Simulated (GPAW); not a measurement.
Crystal: As2Se.

```
Se As
1.0
    -3.52942    3.52942    2.65357
     3.52942   -3.52942    2.65357
     3.52942    3.52942   -2.65357
Se As
2 4
Direct
  0.25000 0.75000 0.50000
  0.50000 0.50000 0.00000
  0.87500 0.12500 0.25000
  0.87500 0.62500 0.75000
  0.37500 0.12500 0.25000
  0.87500 0.12500 0.75000
```

The cell comes from a database or a generator and needn't be the stable form of this composition.

* Program: GPAW 26.7.0
* Task: single point
* Functional: PBEsol
* Potentials or basis: PAW data sets generated in the run's folder for this functional
* Cutoff: 600 eV
* Basis: pw
* k mesh: 6 × 6 × 6
* Occupations: fermi-dirac, width 0.05 eV
* Spin: no spin polarisation

On this cell: pressure -3.6 GPa; largest force under 0.003 eV/Å; band gap on the k mesh none (metal or under the smearing width).

The same run follows on a disturbed copy (atoms moved at random, drawn with an rms of 0.05 Å):

```
Se As
1.0
    -3.52942    3.52942    2.65357
     3.52942   -3.52942    2.65357
     3.52942    3.52942   -2.65357
Se As
2 4
Cartesian
  3.5394 -0.0035 1.3388
  -0.0326 -0.0172 2.6246
  -1.7839 3.5214 2.0589
  1.7470 3.5308 1.9651
  0.0062 1.7553 0.6433
  0.0381 5.2856 0.6771
```

Problem. What does the disturbed cell give?

Solution. The energy (extrapolated to zero smearing) moves by -1.2 meV/atom; pressure -3.3 GPa; largest force 0.255 eV/Å; band gap on the k mesh none (metal or under the smearing width).

Forces on the atoms (eV/Å):
```
Se  -0.011 -0.008 -0.174
Se   0.143  0.060  0.186
As  -0.234  0.007  0.101
As  -0.141  0.060 -0.193
As   0.109 -0.142  0.010
As   0.134  0.022  0.069
```

Stress tensor (GPa, compression positive):
```
-3.33  0.03 -0.37
 0.03 -2.92  0.13
-0.37  0.13 -3.75
```

The energy falls, though the first cell shows no forces: that form is unstable against this distortion, unless noise or another electronic state is at work.
